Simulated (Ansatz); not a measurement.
# BiTe (zincblende): how the settings move a single-point run

Aim: see which settings change the result for BiTe (zincblende), by how much, and at what cost.

Program: Ansatz 0.2.0. Level of theory: reference: DFT r2SCAN, scalar-relativistic, plane waves, PAW. These are calculated values, not measurements.

6 further runs of the same task are left out: 1 for a known fault of the program, 2 that didn't finish, 3 set aside as unsound or not needed. Runs told in other sessions of the task aren't counted.

## 1. The structure to begin with

It takes space group F-43m (No. 216, cubic). The conventional cell has a = 7.194 Å, b = 7.194 Å, c = 7.194 Å, α = 90.00°, β = 90.00°, γ = 90.00°. Bi (site symmetry -43m) has 4 Te at 3.12 Å in its first shell of neighbours. Te (site symmetry -43m) is surrounded by 4 Bi at 3.12 Å.

As a file:

```
CELL_PARAMETERS angstrom
0.00000 3.59696 3.59696
3.59696 0.00000 3.59696
3.59696 3.59696 0.00000
ATOMIC_POSITIONS crystal
Bi 0.00000 0.00000 0.00000
Te 0.25000 0.25000 0.25000
```

## 2. Reference

input.yaml reads:

```yaml
crystal:
  lattice:
    - [0.0, 3.5969558017, 3.5969558017]
    - [3.5969558017, 0.0, 3.5969558017]
    - [3.5969558017, 3.5969558017, 0.0]
  atoms:
    - { symbol: Bi, position: [0.0, 0.0, 0.0] }
    - { symbol: Te, position: [0.25, 0.25, 0.25] }
basis:
  ecutwfc: 500
  ecutrho_ratio: 4
kpoints:
  mp_grid: { grid: [8, 8, 8] }
hamiltonian:
  xc: r2scan
scf:
  occupations: { method: gaussian, width: 0.05 }
output:
  forces: true
  stress: true
  eigenvalues: true
```

Launch:

```console
$ ansatz run input.yaml --threads 2 --pin off --max-ram 2662MiB --backend cpu --events-out ev --progress --plain --runs-dir out
```

## 3. Changed: ecutrho_ratio 6

Edit input.yaml of step 2 so:

```diff
@@ -10,3 +10,3 @@
   ecutwfc: 500
-  ecutrho_ratio: 4
+  ecutrho_ratio: 6
 kpoints:
@@ -20,2 +20 @@
   stress: true
-  eigenvalues: true
```

## 4. Variant: basis.precision f64, dispersion d3bjatm, eigensolver.kind davidson, preconditioner none

Edit input.yaml of step 2 so:

```diff
@@ -11,2 +11,3 @@
   ecutrho_ratio: 4
+  precision: f64
 kpoints:
@@ -15,4 +16,7 @@
   xc: r2scan
+  dispersion: d3bjatm
 scf:
   occupations: { method: gaussian, width: 0.05 }
+  eigensolver: { kind: davidson }
+  mixing: { preconditioner: none }
 output:
@@ -20,2 +24 @@
   stress: true
-  eigenvalues: true
```

## 5. Variant: scf.algorithm density_mixing

Edit input.yaml of step 2 so:

```diff
@@ -17,2 +17,3 @@
   occupations: { method: gaussian, width: 0.05 }
+  algorithm: density_mixing
 output:
@@ -20,2 +21 @@
   stress: true
-  eigenvalues: true
```

## 6. Changing settings: dispersion d3bjatm, occupations.method methfessel_paxton, occupations.width 0.15

Edit input.yaml of step 2 so:

```diff
@@ -15,4 +15,5 @@
   xc: r2scan
+  dispersion: d3bjatm
 scf:
-  occupations: { method: gaussian, width: 0.05 }
+  occupations: { method: methfessel_paxton, width: 0.15 }
 output:
@@ -20,2 +21 @@
   stress: true
-  eigenvalues: true
```

What does the calculation give? Wanted: for each run, ending; energy change; pressure; gap; force.

The runs gave:

```csv
run,ending,energy change,pressure (GPa),gap (eV),force (eV/Å),cycles,time
reference,converged,0,0.0,0.00,0.00,6,6.3 s
1: ecutrho_ratio 6,converged,0.0 meV/atom,0.0,0.00,0.00,6,6.8 s
"2: basis.precision f64, dispersion d3bjatm, eigensolver.kind davidson, preconditioner none",converged,-142.9 meV/atom (offset of the dispersion model),-0.5,0.00,0.00,6,7.3 s
3: scf.algorithm density_mixing,converged,0.0 meV/atom,0.0,0.00,0.00,6,6.2 s
"4: dispersion d3bjatm, occupations.method methfessel_paxton, occupations.width 0.15",converged,-143.1 meV/atom (σ→0) (dispersion and other settings together),-0.5,0.00,0.00,6,6.3 s
```

Residual by cycle in the longest SCF loop of each run; runs are numbered as in the table. The quantity is the density residual dr2, in eV.

```csv
cycle,reference,run 1,run 2,run 3,run 4
1,0.00224,0.00224,0.00226,0.00224,0.00222
2,8.8e-4,8.9e-4,6.7e-4,8.8e-4,8.8e-4
3,1.2e-4,1.3e-4,4.9e-4,1.2e-4,1.2e-4
4,1.8e-5,1.9e-5,5.5e-6,1.8e-5,1.8e-5
5,1.3e-6,1.2e-6,2.6e-7,1.3e-6,1.1e-6
6,5.1e-8,6.0e-8,9.0e-9,5.1e-8,5.2e-8
```

What this shows: Of the converged runs whose energies compare with the reference's, none moves it noticeably. The pressure spans -0.5 to 0.0 GPa over the reference and the converged variants. Semilocal functionals close small gaps, and spin-orbit coupling, left out here, moves these band edges, so the missing gap need not be the real solid's.
